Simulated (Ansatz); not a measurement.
# Cr2N: properties at the relaxed cell

An exercise on one series of results from a longer session: the logs are not shown, and one member is left open.

Computed with Ansatz 0.2.0 (DFT PBEsol, scalar-relativistic, plane waves, PAW, unless a step's input says otherwise).

2 further runs of the same task are left out: 2 set aside as unsound or not needed.

## The structure to begin with

Symmetry: P-31m, No. 162, trigonal system. Conventional cell: a = 4.721 Å, b = 4.721 Å, c = 4.356 Å, α = 90.00°, β = 90.00°, γ = 120.00°. Cr (site symmetry m) is surrounded by 3 N at 1.89 to 1.92 Å. N (site symmetry 32) is surrounded by 6 Cr at 1.92 Å. Around N (site symmetry -3m) lie 6 Cr at 1.89 Å.

Structure file:

```
Cr N
1.0
     4.72055    0.00000    0.00000
    -2.36028    4.08812    0.00000
     0.00000    0.00000    4.35559
Cr N
6 3
Direct
  0.32616 0.00000 0.25344
  0.00000 0.32616 0.25344
  0.67384 0.67384 0.25344
  0.00000 0.67384 0.74656
  0.67384 0.00000 0.74656
  0.32616 0.32616 0.74656
  0.33333 0.66667 0.50000
  0.66667 0.33333 0.50000
  0.00000 0.00000 0.00000
```

This cell was relaxed beforehand with the same method: volume 9.34 Å³/atom, gap on the mesh none (metal).

The first run:

input.yaml

```yaml
crystal:
  lattice:
    - [4.7205521532, 0.0, 0.0]
    - [-2.3602760766, 4.0881180846, 0.0]
    - [0.0, 0.0, 4.3555889479]
  atoms:
    - { symbol: Cr, position: [0.3261644215, 0.0, 0.2534368761] }
    - { symbol: Cr, position: [0.0, 0.3261644215, 0.2534368761] }
    - { symbol: Cr, position: [0.6738355785, 0.6738355785, 0.2534368761] }
    - { symbol: Cr, position: [0.0, 0.6738355785, 0.7465631239] }
    - { symbol: Cr, position: [0.6738355785, 0.0, 0.7465631239] }
    - { symbol: Cr, position: [0.3261644215, 0.3261644215, 0.7465631239] }
    - { symbol: "N", position: [0.3333333333, 0.6666666667, 0.5] }
    - { symbol: "N", position: [0.6666666667, 0.3333333333, 0.5] }
    - { symbol: "N", position: [0.0, 0.0, 0.0] }
basis:
  ecutwfc: 420
kpoints:
  mp_grid: { grid: [12, 12, 8] }
  band_path:
    path:
      - [[0.0, 0.0, 0.0], [0.5, 0.0, 0.0], [0.33333333, 0.33333333, 0.0], [0.0, 0.0, 0.0], [0.0, 0.0, 0.5], [0.5, 0.0, 0.5], [0.33333333, 0.33333333, 0.5], [0.0, 0.0, 0.5]]
      - [[0.5, 0.0, 0.5], [0.5, 0.0, 0.0]]
      - [[0.33333333, 0.33333333, 0.5], [0.33333333, 0.33333333, 0.0], [0.33333333, 0.33333333, -0.5]]
    npoints: 14
hamiltonian:
  xc: pbesol
scf:
  occupations: { method: gaussian, width: 0.1 }
  n_extra_bands: 22
output:
  forces: true
  stress: true
  eigenvalues: true
  populations: true
  dos: { projected: true, de: 0.02, nscf_kmesh: { grid: [18, 18, 12] } }
  bader: true
  write_density: true
  write_potential: true
  elf: true
  volumetric_format: npy
```

Started as:

```bash
ansatz run input.yaml --threads 2 --pin off --max-ram 5120MiB --backend cpu --events-out ev --progress --plain --runs-dir out
```

Among the steps run: Electronic structure at the relaxed geometry; Point at V/V0 = 0.97; Volume × 1.03; Volume × 0.94; The cell scaled to 1.06 of its volume.

One of the session's tables, all rows but one given; the rest of the session is left out.

It belongs to the step «Energy against volume». 

```
volume (Å³/atom)  energy above the lowest point (meV/atom)  pressure (GPa)
           8.779                                      37.0           22.46
           9.059                                         ?               ?
           9.339                                       0.0            0.00
           9.620                                       7.9           -8.68
           9.900                                      29.7          -15.99
```

Estimate the missing values for volume (Å³/atom) = 9.059.

Worked estimate for «energy above the lowest point (meV/atom)». A straight line through the neighbours (8.779, 37.0) and (9.339, 0.0) gives 37.0 + (0.0 − 37.0) × (9.059 − 8.779) / (9.339 − 8.779) = 18.5; a parabola fitted to 3 rows on both sides gives 9.7.

**Answer.** energy above the lowest point (meV/atom): 8.7; pressure (GPa): 10.30. In «energy above the lowest point (meV/atom)» the line misses by +9.8 and the parabola by +1.0.

Caveats from the session: Spin polarisation is off in the runs that give these values; a magnetic solution could lie lower.
